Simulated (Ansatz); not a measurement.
# GaNH₄ (singlet): from a generated start to a stationary point

Aim: relax a generated start of GaNH₄ (singlet) and see which bonds hold.

Computed with Ansatz 0.2.0, Gaussian basis. Level: RKS PBE0/def2-TZVP.

**1. The system as given**

6 atoms, charge 0, spin multiplicity 1.

Atoms are counted from 1 here; the program's logs count them from 0.

Bond lengths: N1–Ga2 1.801 Å, N1–H3 1.014 Å, N1–H4 1.014 Å, Ga2–H5 1.547 Å, Ga2–H6 1.547 Å. Angles: Ga2–N1–H3 125.8°, Ga2–N1–H4 125.8°, H3–N1–H4 108.5°, N1–Ga2–H5 119.1°, N1–Ga2–H6 119.1°, H5–Ga2–H6 121.7°.

The start was built by rule and, where that kept it together, relaxed with GFN2-xTB. Sticks and bond lists go by distance. No spin-orbit coupling is included. 

**2. The run**

in.yaml

```yaml
crystal:
  periodic: [false, false, false]
  atoms:
    - {symbol: N, position_ang: [-1.475932, -0.003617, 0.010621]}
    - {symbol: Ga, position_ang: [0.325125, 0.000797, -0.002340]}
    - {symbol: H, position_ang: [-2.070551, 0.817343, 0.011973]}
    - {symbol: H, position_ang: [-2.066479, -0.827480, 0.017798]}
    - {symbol: H, position_ang: [1.075148, 1.353798, -0.012547]}
    - {symbol: H, position_ang: [1.081838, -1.348513, -0.002976]}
basis:
  gaussian: {orbitals: def2-TZVP}
hamiltonian: {xc: pbe0}
relax: {f_tol: 0.004, max_steps: 80}
```

On the command line:

```sh
$ ansatz run in.yaml --threads 1 --pin off --events-out ev --progress --plain --max-ram 2176MiB
```

What does the calculation give? Wanted: energy gained; shift from the start; total energy; dipole moment.

As calculated:

```
                  quantity           value
                     steps               6
             energy gained        0.023 eV
shift from the start (rms)         0.038 Å
              total energy  -53925.2713 eV
             dipole moment          1.00 D
```

**Reading.** The bonds of the start are those of the end. Ga2–H6 went from 1.547 to 1.561 Å. No vibrations were run, so this is a stationary point, not a proven minimum, and this spin need not be the ground state's.
